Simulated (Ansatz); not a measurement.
I need a geometry optimisation of C₃H₆F₂Se, SMILES FC(F)CC[SeH]. Use Ansatz 0.2.0 through its Python package. Level of theory: r2SCAN, def2-SVP basis, multiplicity 1.

```json
{"atom": "F", "x (Å)": "-2.2630", "y (Å)": "1.5340", "z (Å)": "0.1661"}
{"atom": "C", "x (Å)": "-1.1102", "y (Å)": "0.8820", "z (Å)": "0.5638"}
{"atom": "F", "x (Å)": "-0.1894", "y (Å)": "1.8242", "z (Å)": "0.9840"}
{"atom": "C", "x (Å)": "-0.5557", "y (Å)": "0.0695", "z (Å)": "-0.6097"}
{"atom": "C", "x (Å)": "0.6171", "y (Å)": "-0.8306", "z (Å)": "-0.2062"}
{"atom": "Se", "x (Å)": "2.2647", "y (Å)": "0.1885", "z (Å)": "0.0278"}
{"atom": "H", "x (Å)": "-1.3598", "y (Å)": "0.2107", "z (Å)": "1.4128"}
{"atom": "H", "x (Å)": "-1.3712", "y (Å)": "-0.5771", "z (Å)": "-1.0005"}
{"atom": "H", "x (Å)": "-0.2454", "y (Å)": "0.7526", "z (Å)": "-1.4297"}
{"atom": "H", "x (Å)": "0.3842", "y (Å)": "-1.3835", "z (Å)": "0.7288"}
{"atom": "H", "x (Å)": "0.7931", "y (Å)": "-1.5755", "z (Å)": "-1.0110"}
{"atom": "H", "x (Å)": "3.0356", "y (Å)": "-1.0948", "z (Å)": "0.3738"}
```

`run_opt.py`
```python
'''Minimum-energy structure of C3H6F2Se.'''

import ansatz as az
import numpy as np
import pandas as pd

geometry_ang = [
    ('F', (-2.263, 1.534, 0.1661)),
    ('C', (-1.1102, 0.882, 0.5638)),
    ('F', (-0.1894, 1.8242, 0.984)),
    ('C', (-0.5557, 0.0695, -0.6097)),
    ('C', (0.6171, -0.8306, -0.2062)),
    ('Se', (2.2647, 0.1885, 0.0278)),
    ('H', (-1.3598, 0.2107, 1.4128)),
    ('H', (-1.3712, -0.5771, -1.0005)),
    ('H', (-0.2454, 0.7526, -1.4297)),
    ('H', (0.3842, -1.3835, 0.7288)),
    ('H', (0.7931, -1.5755, -1.011)),
    ('H', (3.0356, -1.0948, 0.3738)),
]
system = az.Crystal.molecule()
for symbol, xyz in geometry_ang:
    system = system.atom(symbol, xyz)

setup = (
    system.calculation()
    .basis(gaussian='def2-SVP')
    .functional('r2scan')
)
symbols = [site.symbol for site in system.cartesian_sites]
start = np.array([site.position_ang for site in system.cartesian_sites], dtype=float)
def progress(event):
    if event['event'] == 'relax_step':
        row = event['data']
        print(f'step {row["step"]:3d}  E = {row["lagrangian_ev"]:.6f} eV  max force {row["allowed_force_max_ev_ang"]:.4f} eV/A')


rep = setup.relax(force_tolerance=0.005).session().plan().execute(on_event=progress).report
end = np.array(rep['positions_ang'])

for key in ('converged', 'free_energy_ev', 'reference_energy_ev', 'n_frozen', 'n_occupied', 'n_virtual'):
    print(f'{key:22s} {rep[key]}')

print('bond        before    after (A)')
for i, j in [(0, 1), (1, 2), (1, 3), (1, 6), (3, 4), (3, 7), (3, 8), (4, 5), (4, 9), (4, 10), (5, 11)]:
    d0, d1 = (np.linalg.norm(xyz[i] - xyz[j]) for xyz in (start, end))
    print(f'{symbols[i]}{i}-{symbols[j]}{j}'.ljust(10), f'{d0:8.4f} {d1:8.4f}')
for i, j, k in [(0, 1, 2), (0, 1, 3), (0, 1, 6), (2, 1, 3), (2, 1, 6), (3, 1, 6), (1, 3, 4), (1, 3, 7)]:
    u, v = end[i] - end[j], end[k] - end[j]
    print(f'angle {symbols[i]}{i}-{symbols[j]}{j}-{symbols[k]}{k}: {np.degrees(np.arccos(np.clip(u @ v / np.linalg.norm(u) / np.linalg.norm(v), -1, 1))):.2f} deg')

charges = rep['charge_distribution']
table = pd.DataFrame({'atom': symbols, 'mulliken': charges['mulliken_charges_e'], 'lowdin': charges['lowdin_charges_e']})
print(table.round(3).to_string())
print('dipole (e A):', np.round(charges['dipole_moment_e_ang'], 4) + 0.0)
```

Running `python run_opt.py` prints:
```text
step   1  E = -73973.179855 eV  max force 1.0781 eV/A
step   2  E = -73973.277106 eV  max force 0.3883 eV/A
step   3  E = -73973.300013 eV  max force 0.1092 eV/A
step   4  E = -73973.305440 eV  max force 0.0986 eV/A
step   5  E = -73973.298315 eV  max force 0.8858 eV/A
step   6  E = -73973.318282 eV  max force 0.0676 eV/A
step   7  E = -73973.324185 eV  max force 0.0482 eV/A
step   8  E = -73973.317951 eV  max force 0.2630 eV/A
step   9  E = -73973.328509 eV  max force 0.1350 eV/A
step  10  E = -73973.329486 eV  max force 0.1078 eV/A
step  11  E = -73973.330416 eV  max force 0.0102 eV/A
step  12  E = -73973.330446 eV  max force 0.0172 eV/A
step  13  E = -73973.330488 eV  max force 0.0081 eV/A
step  14  E = -73973.330496 eV  max force 0.0016 eV/A
converged              True
free_energy_ev         -73973.33050511648
reference_energy_ev    -73973.33050511648
n_frozen               0
n_occupied             [38, 38]
n_virtual              [94, 94]
bond        before    after (A)
F0-C1        1.3828   1.3601
C1-F2        1.3828   1.3650
C1-C3        1.5313   1.5089
C1-H6        1.1107   1.1072
C3-C4        1.5325   1.5208
C3-H7        1.1117   1.1037
C3-H8        1.1114   1.1033
C4-Se5       1.9514   1.9820
C4-H9        1.1109   1.1019
C4-H10       1.1107   1.0981
Se5-H11      1.5365   1.4728
angle F0-C1-F2: 107.32 deg
angle F0-C1-C3: 109.61 deg
angle F0-C1-H6: 108.24 deg
angle F2-C1-C3: 110.21 deg
angle F2-C1-H6: 107.67 deg
angle C3-C1-H6: 113.57 deg
angle C1-C3-C4: 114.66 deg
angle C1-C3-H7: 106.87 deg
   atom  mulliken  lowdin
0     F    -0.232   0.059
1     C     0.450  -0.065
2     F    -0.230   0.063
3     C    -0.106  -0.089
4     C    -0.172  -0.095
5    Se    -0.068   0.139
6     H     0.017  -0.030
7     H     0.064   0.024
8     H     0.070   0.020
9     H     0.078  -0.002
10    H     0.083   0.005
11    H     0.046  -0.029
dipole (e A): [-0.0986 -0.6074 -0.1355]
```

Notes:
- Total energies depend on the basis set; only differences at equal settings carry meaning.
- The end point is the stationary point reached from this start; no frequency run checks that it is a minimum, and the basis set is modest.
- The Löwdin charges here are taken after orthogonalising the functions within each atom; they differ from plain Löwdin charges, and their signs can be unphysical.
- Run time: 2.8 min on 1 thread of Arm Neoverse V2 (shared host), peak memory 0.32 GiB.

(Lines on the test bed's own set-up are left out of the output.)
